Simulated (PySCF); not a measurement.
# Ge(tBu)2H2: NMR shifts, electronic excitations and core binding energies at several levels of theory

How much do the NMR shifts, electronic excitations and core binding energies of Ge(tBu)2H2 (`[H][Ge]([H])([C](C)(C)C)[C](C)(C)C`) depend on the level of theory, and what does each level cost?

Computed with PySCF 2.14.0, with density-fitted response routines of our own, on a single molecule in the gas phase. Atoms are numbered from 0 throughout.

## (1) The starting structure

29 atoms, charge 0, multiplicity 1; geometry from: GFN2-xTB. The atoms were then displaced at random by about 0.03 Å, so the start is not that level's minimum.

Bonds of the start (Å): Ge0–C1 2.02, Ge0–C14 1.96, Ge0–H27 1.61, Ge0–H28 1.52, C1–C2 1.49, C1–C3 1.41, C1–C4 1.51, C2–H5 1.10, C2–H6 1.06, C2–H7 1.20, C3–H8 1.10, C3–H9 1.13, C3–H10 1.15, C4–H11 1.07, C4–H12 1.02, C4–H13 1.15, C14–C15 1.46, C14–C16 1.57, C14–C17 1.52, C15–H18 1.10, C15–H19 1.08, C15–H20 1.17, C16–H21 1.10, C16–H22 1.09, C16–H23 1.08, C17–H24 1.02, C17–H25 1.09, C17–H26 1.10.

## (2) Relaxing the molecule at PBE0-D3(BJ)/def2-SVP

Job settings and geometry (Å):

```
{"job": {"xc": "PBE0", "basis": "def2-SVP", "d3": "d3bj", "grid": 1, "maxiter": 40, "shake": 0.03, "kind": "geom"}, "charge": 0, "multiplicity": 1}
Ge    -0.808300     0.020810    -0.589410
C     -1.064910     0.020130     1.410410
C     -0.293790    -1.122610     1.969640
C     -2.423890    -0.170860     1.725400
C     -0.593190     1.334890     1.987090
H     -0.403610    -1.179750     3.064290
H     -0.496770    -2.066270     1.539010
H      0.877360    -0.945390     1.808570
H     -2.879420    -1.105220     1.378940
H     -3.132610     0.618480     1.341520
H     -2.711630    -0.203550     2.840150
H     -1.141020     2.185010     1.623440
H      0.384420     1.561270     1.783620
H     -0.773180     1.360020     3.121110
C      0.938820    -0.055610    -1.482420
C      1.467560    -1.412560    -1.385870
C      1.946100     0.955700    -0.818930
C      0.749340     0.393150    -2.926800
H      2.417750    -1.567390    -1.919670
H      1.539230    -1.743700    -0.360430
H      0.712620    -2.136810    -1.904740
H      2.145030     0.563890     0.191420
H      1.578360     1.976760    -0.882150
H      2.880520     0.924460    -1.356920
H      0.468170     1.365810    -3.010350
H      0.022020    -0.232770    -3.434530
H      1.712790     0.248420    -3.428470
H     -1.517720     1.398490    -1.039790
H     -1.719550    -1.026990    -1.213540
```

The run is started by

```console
$ OMP_NUM_THREADS=2 python probes_run.py task.json out
```

One launch serves the whole session: the jobs run in the order shown.

Standard output:

```text
step   0  E = -2392.73849812  max force = 0.115355
step   1  E = -2392.78235958  max force = 0.022218
step   2  E = -2392.78492899  max force = 0.007502
step   3  E = -2392.78520562  max force = 0.002065
step   4  E = -2392.78522696  max force = 0.000600
step   5  E = -2392.78523271  max force = 0.000492
step   6  E = -2392.78523281  max force = 0.000615
step   7  E = -2392.78523314  max force = 0.000309
optimisation converged
```

It took 2.6 min on 2 threads of AMD EPYC 7R43, shared host; peak memory 1.5 GiB.

The steps of the relaxation:

```csv
step,energy from step 0 (eV),largest force component (eV/Å)
0,0.0000,5.9318
1,-1.1935,1.1425
2,-1.2634,0.3858
3,-1.2710,0.1062
4,-1.2716,0.0309
5,-1.2717,0.0253
6,-1.2717,0.0316
7,-1.2717,0.0159
```

Distances of close pairs at the start and the end, largest changes first:

```csv
bond,before (Å),after (Å),change (Å)
C1–C3,1.408,1.530,+0.122
C2–H7,1.195,1.101,-0.094
C17–H24,1.016,1.101,+0.085
C4–H12,1.024,1.101,+0.077
C14–C15,1.460,1.529,+0.070
C15–H20,1.168,1.102,-0.066
Ge0–H27,1.614,1.550,-0.064
C3–H10,1.152,1.105,-0.046
```

The final coordinates are the input of the step that follows.

```csv
at the end point,value
point group (found at 0.08 Å tolerance),C2
"rotational constants (GHz, main isotopes)","1.839, 0.786, 0.733"
dipole moment (D),0.73
```

## (3) NMR shieldings: PBE0/pcSseg-2+pcSseg-1

Job settings and geometry (Å):

```
{"job": {"kind": "nmr", "xc": "PBE0", "basis": {"default": "pcSseg-1", "Ge": "pcSseg-2"}}, "charge": 0, "multiplicity": 1}
Ge    -0.901291     0.101010    -0.613917
C     -1.022350     0.033348     1.372857
C     -0.184649    -1.115153     1.932480
C     -2.497160    -0.189263     1.714474
C     -0.558492     1.363213     1.967934
H     -0.326159    -1.194129     3.025686
H     -0.466499    -2.086059     1.494026
H      0.891879    -0.965582     1.755050
H     -2.869560    -1.148890     1.322451
H     -3.138420     0.610187     1.308697
H     -2.639502    -0.199791     2.810525
H     -1.150924     2.209756     1.585997
H      0.500238     1.571839     1.751441
H     -0.672760     1.349258     3.067079
C      0.904377    -0.023372    -1.445552
C      1.419397    -1.460480    -1.357900
C      1.885918     0.930977    -0.766954
C      0.738448     0.367594    -2.915382
H      2.397679    -1.546613    -1.864853
H      1.559183    -1.792156    -0.317958
H      0.732680    -2.170314    -1.845851
H      2.073949     0.653427     0.281965
H      1.527114     1.972734    -0.781371
H      2.859801     0.911372    -1.289008
H      0.396042     1.408368    -3.027087
H      0.014853    -0.281717    -3.434744
H      1.703262     0.275307    -3.446774
H     -1.548424     1.435929    -1.063705
H     -1.748131    -1.062991    -1.189016
```

Level: GIAO PBE0/pcSseg-1 Ge:pcSseg-2 NMR shielding, non-relativistic, gas phase.

Standard output:

```text
coarse grid: 98296 points
cycle   1  E = -2393.1260549540  dE = -2.534e-01  |g| = 1.109e+00  |ddm| = 4.393e+00
cycle   2  E = -2393.0631586778  dE =  6.290e-02  |g| = 1.276e+00  |ddm| = 1.152e+00
cycle   3  E = -2393.2378040907  dE = -1.746e-01  |g| = 1.189e-01  |ddm| = 7.097e-01
cycle   4  E = -2393.2394479478  dE = -1.644e-03  |g| = 4.869e-02  |ddm| = 1.223e-01
cycle   5  E = -2393.2400000976  dE = -5.521e-04  |g| = 5.448e-03  |ddm| = 3.966e-02
cycle   6  E = -2393.2400057960  dE = -5.698e-06  |g| = 2.357e-03  |ddm| = 9.038e-03
final grid: 210144 points
cycle   7  E = -2393.2400663139  dE =  2.831e-07  |g| = 3.044e-03  |ddm| = 7.804e-03
cycle   8  E = -2393.2400649318  dE =  1.382e-06  |g| = 4.217e-03  |ddm| = 7.722e-03
cycle   9  E = -2393.2400683371  dE = -3.405e-06  |g| = 2.715e-04  |ddm| = 4.036e-03
cycle  10  E = -2393.2400683542  dE = -1.712e-08  |g| = 3.030e-05  |ddm| = 3.535e-04
cycle  11  E = -2393.2400683543  dE = -1.464e-10  |g| = 9.772e-06  |ddm| = 2.803e-05
converged SCF energy = -2393.2400683543

GIAO shielding tensors (ppm)
atom      isotropic    diamagn.    paramagn.     s11        s22        s33       span
  0 Ge    1379.161    2762.495   -1383.334   1289.869   1327.487   1520.127    230.258
  1 C      159.981     242.521     -82.540    155.984    158.086    165.873      9.889
  2 C      154.878     248.411     -93.533    140.785    144.174    179.674     38.890
  3 C      152.397     246.934     -94.537    131.825    141.122    184.243     52.419
  4 C      153.844     247.949     -94.105    137.252    142.052    182.229     44.977
  5 H       30.367      31.121      -0.754     26.458     27.645     36.997     10.539
  6 H       29.968      32.264      -2.296     25.683     28.484     35.736     10.052
  7 H       29.800      32.690      -2.890     24.610     30.035     34.756     10.146
  8 H       30.107      30.672      -0.565     25.459     28.275     36.588     11.129
  9 H       30.069      30.610      -0.541     25.461     28.160     36.587     11.126
 10 H       30.532      29.746       0.786     26.669     27.503     37.424     10.755
 11 H       30.058      31.790      -1.733     25.893     27.978     36.302     10.410
 12 H       29.766      32.345      -2.579     24.162     30.289     34.846     10.684
 13 H       30.459      30.849      -0.391     26.690     27.476     37.210     10.520
 14 C      159.900     242.514     -82.614    155.865    158.021    165.814      9.950
 15 C      153.905     247.986     -94.080    137.265    142.244    182.207     44.941
 16 C      154.906     248.391     -93.485    140.863    143.967    179.887     39.024
 17 C      152.417     246.971     -94.554    131.932    141.026    184.291     52.359
 18 H       30.465      30.878      -0.413     26.693     27.488     37.214     10.521
 19 H       29.757      32.377      -2.620     24.126     30.317     34.827     10.701
 20 H       30.058      31.814      -1.756     25.896     27.985     36.294     10.399
 21 H       29.801      32.676      -2.875     24.598     30.037     34.769     10.171
 22 H       29.974      32.250      -2.276     25.710     28.445     35.767     10.056
 23 H       30.368      31.117      -0.749     26.468     27.637     37.000     10.532
 24 H       30.114      30.677      -0.563     25.489     28.249     36.603     11.115
 25 H       30.069      30.621      -0.552     25.440     28.184     36.583     11.143
 26 H       30.533      29.762       0.771     26.671     27.510     37.417     10.746
 27 H       27.509      33.855      -6.346     21.145     24.254     37.128     15.982
 28 H       27.513      33.857      -6.344     21.132     24.270     37.137     16.005
```

Run time: 62 s. Hardware: 2 threads of AMD EPYC 7R43, shared host; peak memory 2.3 GiB.

Shifts follow as δ = σ(reference) − σ, with reference shieldings (ppm) from runs at the same level and on the same kind of geometry: ¹H TMS 31.27, ¹³C TMS 184.4. The references are single molecules in the gas phase. Atoms listed in one row are averaged.

```csv
atoms,environment,σ (ppm),δ (ppm)
"C2, C3, C4, C15, C16, C17","carbon bonded to C, 3 H",153.7,30.7
"C1, C14","carbon bonded to 3 C, Ge",159.9,24.5
"H27, H28",hydrogen on a germanium bonded to 2 C,27.51,3.76
"H5, H6, H7, H8, H9 and 13 more",hydrogen on a carbon bonded to C,30.13,1.14
Ge0,"germanium bonded to 2 C, 2 H",1379,–
```

Charges from the same density, by scheme (e):

```csv
atoms,Mulliken,IAO,Hirshfeld,ESP fit
Ge0,0.32,0.57,0.32,-0.06
"C1, C14",-0.68,-0.15,-0.05,0.62
"C2, C3, C4, C15, C16, C17",-0.16,-0.40,-0.12,-0.54
```

Mayer bond orders: Ge0–C1 0.89, Ge0–C14 0.89, C1–C2 1.02, C1–C3 1.01, C1–C4 1.02, C14–C15 1.01, C14–C16 1.02, C14–C17 1.01.

With diffuse functions Mulliken charges and Mayer bond orders lose their meaning; the other schemes are steadier.

The fields below are evaluated on a grid from the run's orbitals.

Frontier orbitals at PBE0/pcSseg-2+pcSseg-1, with the share of their density that lies nearest to each atom:

```csv
orbital,energy (eV),lies on
HOMO,-7.19,"C1, C14 about 20 % each; Ge0 17 %"
LUMO,0.98,6 H atoms about 6 % each; Ge0 6 %
```

ELF in a plane through or near 8 of the atoms.

Ten even steps from '0' (0.00) to '9' (1.00):
```
0000000000000000000000000000
0000000000000000000000000000
0000000000000000000000000000
0000000000000000220000000000
0000001100254004883000000000
0000017842799205994110000000
0000069996999303676897000000
0000069997999137718998000000
0000019984452069818997000000
0000000000000015543320000000
0000000123454100000000000000
0000007998299601434798100000
0000009998278419986999600000
0000008996664039996999700000
0000001213883029982588100000
0000000002873005730011000000
0000000000210000000000000000
0000000000000000000000000000
0000000000000000000000000000
0000000000000000000000000000
```
The map spans 12.8 Å across and 9.5 Å up, centred on the molecule. Atoms in the plane (x, y in Å): C2 (1.7, 1.0), H5 (2.7, 1.1), H12 (1.2, -1.7), H13 (2.9, -1.4), C16 (-1.7, -1.1), H18 (-2.9, 1.4), H19 (-1.2, 1.6), H23 (-2.7, -1.1).

On the surface of density 0.002 e/bohr³ the electrostatic potential runs, from the 1st to the 99th percentile, from -0.28 to 0.61 V.

## (4) Ultraviolet spectrum: CAM-B3LYP/def2-SVPD

Settings changed since step 3:

```diff
@@ -1,2 +1,2 @@
-{"job": {"kind": "nmr", "xc": "PBE0", "basis": {"default": "pcSseg-1", "Ge": "pcSseg-2"}}, "charge": 0, "multiplicity": 1}
+{"job": {"kind": "uv", "xc": "CAM-B3LYP", "basis": "def2-SVPD", "ip": false, "nstates": 15}, "charge": 0, "multiplicity": 1}
 Ge    -0.901291     0.101010    -0.613917
```

Method: TDDFT CAM-B3LYP/def2-SVPD, vertical, gas phase, core orbitals frozen in the response.

Standard output:

```text
coarse grid: 98296 points
cycle   1  E = -2393.2897776398  dE =  1.984e-02  |g| = 5.335e-01  |ddm| = 1.396e+01
cycle   2  E = -2393.3034260647  dE = -1.365e-02  |g| = 5.120e-01  |ddm| = 3.574e+00
cycle   3  E = -2393.3455964913  dE = -4.217e-02  |g| = 4.040e-02  |ddm| = 2.206e+00
cycle   4  E = -2393.3458469551  dE = -2.505e-04  |g| = 2.417e-02  |ddm| = 1.962e-01
cycle   5  E = -2393.3459838530  dE = -1.369e-04  |g| = 2.479e-03  |ddm| = 9.133e-02
cycle   6  E = -2393.3459853692  dE = -1.516e-06  |g| = 8.335e-04  |ddm| = 1.407e-02
final grid: 210144 points
cycle   7  E = -2393.3459872871  dE = -2.789e-07  |g| = 8.240e-04  |ddm| = 3.024e-02
cycle   8  E = -2393.3459872918  dE = -4.695e-09  |g| = 8.706e-04  |ddm| = 7.386e-03
cycle   9  E = -2393.3459874337  dE = -1.420e-07  |g| = 4.877e-05  |ddm| = 3.472e-03
cycle  10  E = -2393.3459874343  dE = -5.930e-10  |g| = 1.244e-05  |ddm| = 2.617e-04
converged SCF energy = -2393.3459874343

Static polarisability (au): isotropic 130.424, principal 119.452 122.736 149.085

Singlet excitations
state   eV       nm        f      main configurations
  1   6.9743    177.8   0.01392   H->L 0.88
  2   7.4779    165.8   0.02122   H->L+1 0.56, H-1->L 0.37
  3   7.7003    161.0   0.25891   H->L+2 0.42, H->L+4 0.34, H-1->L+1 0.10
  4   7.7939    159.1   0.06303   H-1->L 0.46, H->L+1 0.21, H->L+5 0.14
  5   7.9603    155.8   0.01741   H->L+2 0.48, H->L+4 0.43
  6   8.0424    154.2   0.00001   H->L+3 0.67, H->L+7 0.20
  7   8.2967    149.4   0.00267   H->L+7 0.60, H->L+3 0.26
  8   8.3729    148.1   0.24705   H-1->L+1 0.37, H-1->L+2 0.17, H-1->L+5 0.13
  9   8.3739    148.1   0.14303   H-1->L+2 0.46, H-1->L+1 0.13
 10   8.4130    147.4   0.13051   H->L+5 0.60, H-1->L+4 0.21
 11   8.5363    145.2   0.05583   H-2->L 0.55, H-1->L+3 0.16, H-2->L+4 0.12
 12   8.6276    143.7   0.13458   H->L+8 0.30, H-1->L+3 0.21, H-2->L 0.19
 13   8.6699    143.0   0.23761   H->L+6 0.38, H->L+8 0.19, H->L+9 0.13
 14   8.7534    141.6   0.13626   H-1->L+7 0.33, H-2->L+2 0.15, H->L+9 0.09
 15   8.7577    141.6   0.00072   H-1->L+4 0.47, H-1->L+2 0.19, H-1->L+6 0.08

Triplet excitations (Tamm-Dancoff, eV): 6.8300 7.1241 7.1584 7.4222
```

Run time: 2.2 min. Hardware: 2 threads of AMD EPYC 7R43, shared host; peak memory 3.2 GiB.

The orbitals next to the gap, with their largest atomic shares:

```csv
orbital,eV,atoms
HOMO−3,-10.65,"C17 11 %, C3 11 %, C14 10 %"
HOMO−2,-10.23,"Ge0 35 %, H28 22 %, H27 22 %"
HOMO−1,-9.20,"Ge0 25 %, C1 14 %, C14 14 %"
HOMO,-8.48,"C14 19 %, C1 19 %, Ge0 19 %"
LUMO,1.06,"Ge0 19 %, C16 5 %, C2 5 %"
LUMO+1,1.67,"C17 11 %, C3 11 %, Ge0 6 %"
LUMO+2,1.83,"Ge0 19 %, H28 8 %, H27 8 %"
```

With each of the 15 states as a Gaussian band of 0.4 eV half-width at 1/e, the curve within the window shown has maxima at 146 nm (ε 39,000) L/(mol cm). Beyond the last state computed it falls off for lack of states. The curve at chosen wavelengths:

nm, ε (L/mol/cm) and a bar:
```
      137      10238 ########
      139      18274 ##############
      142      31334 ########################
      144      37172 #############################
      146      38734 ##############################
      148      36082 ############################
      151      27821 ######################
      153      22539 #################
      155      18992 ###############
      158      16695 #############
      160      15878 ############
      162      14642 ###########
      164      12694 ##########
      167       8938 #######
      169       6495 #####
      171       4476 ###
      173       2990 ##
      176       1642 #
      178       1147 #
      180        835 #
      183        542 
      185        404 
      187        293 
      189        205 
      192        111 
      194         70
```

Leading natural transition orbitals of singlet state 3: the hole lies on C1, C14 about 22 % each; Ge0 18 %; the particle on H27, H28 about 14 % each; Ge0 10 %; 4 H atoms about 7 % each.

Leading natural transition orbitals of singlet state 1: the hole lies on C1, C14 about 22 % each; Ge0 18 %; the particle on H27, H28 about 11 % each; 4 H atoms about 6 % each; Ge0 6 %.

Further results of this job:

```csv
property,computed
dipole moment (D),0.71
polarisability (Å³),19.33
HOMO–LUMO gap (eV),9.54
−ε(HOMO) (eV),8.48
```

## (5) Nuclear shieldings: B3LYP/pcSseg-2+pcSseg-1

Settings changed since step 4:

```diff
@@ -1,2 +1,2 @@
-{"job": {"kind": "uv", "xc": "CAM-B3LYP", "basis": "def2-SVPD", "ip": false, "nstates": 15}, "charge": 0, "multiplicity": 1}
+{"job": {"kind": "nmr", "xc": "B3LYP", "basis": {"default": "pcSseg-1", "Ge": "pcSseg-2"}, "pop": false}, "charge": 0, "multiplicity": 1}
 Ge    -0.901291     0.101010    -0.613917
```

With the program's defaults for keys left out, this is: GIAO B3LYP/pcSseg-1 Ge:pcSseg-2 NMR shielding, non-relativistic, gas phase.

Standard output:

```text
coarse grid: 98296 points
cycle   1  E = -2393.8143415525  dE = -2.907e-01  |g| = 1.213e+00  |ddm| = 4.421e+00
cycle   2  E = -2393.6930262977  dE =  1.213e-01  |g| = 1.496e+00  |ddm| = 1.386e+00
cycle   3  E = -2393.9585889833  dE = -2.656e-01  |g| = 1.375e-01  |ddm| = 9.153e-01
cycle   4  E = -2393.9611429571  dE = -2.554e-03  |g| = 6.393e-02  |ddm| = 1.638e-01
cycle   5  E = -2393.9621006401  dE = -9.577e-04  |g| = 7.513e-03  |ddm| = 5.400e-02
cycle   6  E = -2393.9621121453  dE = -1.151e-05  |g| = 2.796e-03  |ddm| = 1.215e-02
cycle   7  E = -2393.9621140720  dE = -1.927e-06  |g| = 7.580e-04  |ddm| = 4.034e-03
final grid: 210144 points
cycle   8  E = -2393.9621594133  dE = -3.118e-07  |g| = 9.889e-04  |ddm| = 5.571e-03
cycle   9  E = -2393.9621592611  dE =  1.521e-07  |g| = 1.319e-03  |ddm| = 1.984e-03
cycle  10  E = -2393.9621595969  dE = -3.358e-07  |g| = 9.827e-05  |ddm| = 1.150e-03
cycle  11  E = -2393.9621595991  dE = -2.219e-09  |g| = 1.849e-05  |ddm| = 1.038e-04
cycle  12  E = -2393.9621595992  dE = -6.276e-11  |g| = 5.687e-06  |ddm| = 2.355e-05
converged SCF energy = -2393.9621595992

GIAO shielding tensors (ppm)
atom      isotropic    diamagn.    paramagn.     s11        s22        s33       span
  0 Ge    1334.282    2762.316   -1428.034   1241.407   1280.670   1480.767    239.361
  1 C      152.183     243.188     -91.005    147.729    149.897    158.923     11.195
  2 C      149.008     247.900     -98.892    134.409    138.016    174.600     40.190
  3 C      146.517     246.062     -99.545    125.280    134.869    179.402     54.122
  4 C      148.081     247.347     -99.266    130.897    135.934    177.412     46.515
  5 H       30.476      30.908      -0.432     26.780     27.865     36.784     10.005
  6 H       30.082      32.615      -2.534     25.947     28.713     35.585      9.638
  7 H       29.906      33.366      -3.460     24.913     30.207     34.600      9.687
  8 H       30.216      30.861      -0.645     25.776     28.455     36.418     10.642
  9 H       30.181      30.698      -0.517     25.773     28.340     36.428     10.655
 10 H       30.642      29.426       1.215     27.000     27.701     37.224     10.224
 11 H       30.169      31.965      -1.796     26.179     28.192     36.137      9.957
 12 H       29.887      32.979      -3.092     24.509     30.453     34.699     10.189
 13 H       30.570      30.614      -0.044     27.010     27.692     37.007      9.997
 14 C      152.104     243.172     -91.068    147.616    149.833    158.864     11.248
 15 C      148.142     247.391     -99.248    130.903    136.135    177.389     46.486
 16 C      149.051     247.895     -98.843    134.503    137.814    174.837     40.335
 17 C      146.538     246.102     -99.564    125.387    134.774    179.454     54.067
 18 H       30.576      30.646      -0.071     27.013     27.704     37.011      9.998
 19 H       29.878      33.011      -3.133     24.473     30.482     34.679     10.206
 20 H       30.170      31.993      -1.823     26.181     28.199     36.129      9.948
 21 H       29.907      33.355      -3.447     24.902     30.208     34.613      9.711
 22 H       30.087      32.599      -2.512     25.973     28.674     35.615      9.641
 23 H       30.477      30.907      -0.430     26.788     27.856     36.788     10.000
 24 H       30.223      30.862      -0.639     25.806     28.429     36.433     10.628
 25 H       30.180      30.714      -0.534     25.752     28.363     36.424     10.671
 26 H       30.642      29.443       1.199     27.001     27.707     37.217     10.215
 27 H       27.670      34.279      -6.609     21.404     24.455     37.151     15.747
 28 H       27.674      34.280      -6.606     21.391     24.471     37.160     15.769
```

Run time: 46 s. Hardware: 2 threads of AMD EPYC 7R43, shared host; peak memory 2.3 GiB.

In short: σ C2 147.9, C1 152.1, Ge0 1334, H27 27.67, H5 30.24 ppm (means over like atoms).

[end of part 1 of 2]
